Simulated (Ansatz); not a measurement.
# Nb (diamond type): the cost of one run

Method: DFT PBEsol, with the methods named in each step, in Ansatz 0.2.0.

### 1 Starting point

Symmetry: Fd-3m, No. 227, cubic system. The conventional cell has a = 5.659 Å, b = 5.659 Å, c = 5.659 Å, α = 90.00°, β = 90.00°, γ = 90.00°. Nb (site symmetry -43m) is surrounded by 4 Nb at 2.45 Å.

Structure file:

```cif
data_structure
_symmetry_space_group_name_H-M 'P 1'
_symmetry_Int_Tables_number 1
_cell_length_a 4.0018
_cell_length_b 4.0018
_cell_length_c 4.0018
_cell_angle_alpha 60.000
_cell_angle_beta 60.000
_cell_angle_gamma 60.000
_cell_volume 45.32
loop_
_atom_site_label
_atom_site_type_symbol
_atom_site_fract_x
_atom_site_fract_y
_atom_site_fract_z
_atom_site_occupancy
Nb1 Nb 0.87500 0.87500 0.87500 1
Nb2 Nb 0.12500 0.12500 0.12500 1
```

Atoms are numbered in the order of the input: Nb1, Nb2.

### 2 Shortest bond scaled by 1, PAW

input.yaml

```yaml
crystal:
  lattice:
    - [0.0, 2.8296800281, 2.8296800281]
    - [2.8296800281, 0.0, 2.8296800281]
    - [2.8296800281, 2.8296800281, 0.0]
  atoms:
    - { symbol: Nb, position: [-0.125, -0.125, -0.125] }
    - { symbol: Nb, position: [0.125, 0.125, 0.125] }
kpoints:
  mp_grid: { grid: [9, 9, 9] }
scf:
  occupations: { method: fermi_dirac, width: 0.05 }
hamiltonian:
  xc: pbesol
  pseudopotentials: { kind: paw }
output:
  forces: true
  stress: true
  eigenvalues: true
  efg: { contact_densities: true }
  populations: true
```

Launch:

```sh
ansatz run input.yaml --threads 1 --pin off --max-ram 2048MiB --backend cpu --events-out ev --progress --plain --runs-dir out
```

**Question.** How long does this run take on 1 thread of Arm Neoverse V1, shared host, and how much memory does it need?

About 2.7 s, with a peak of 0.34 GiB.
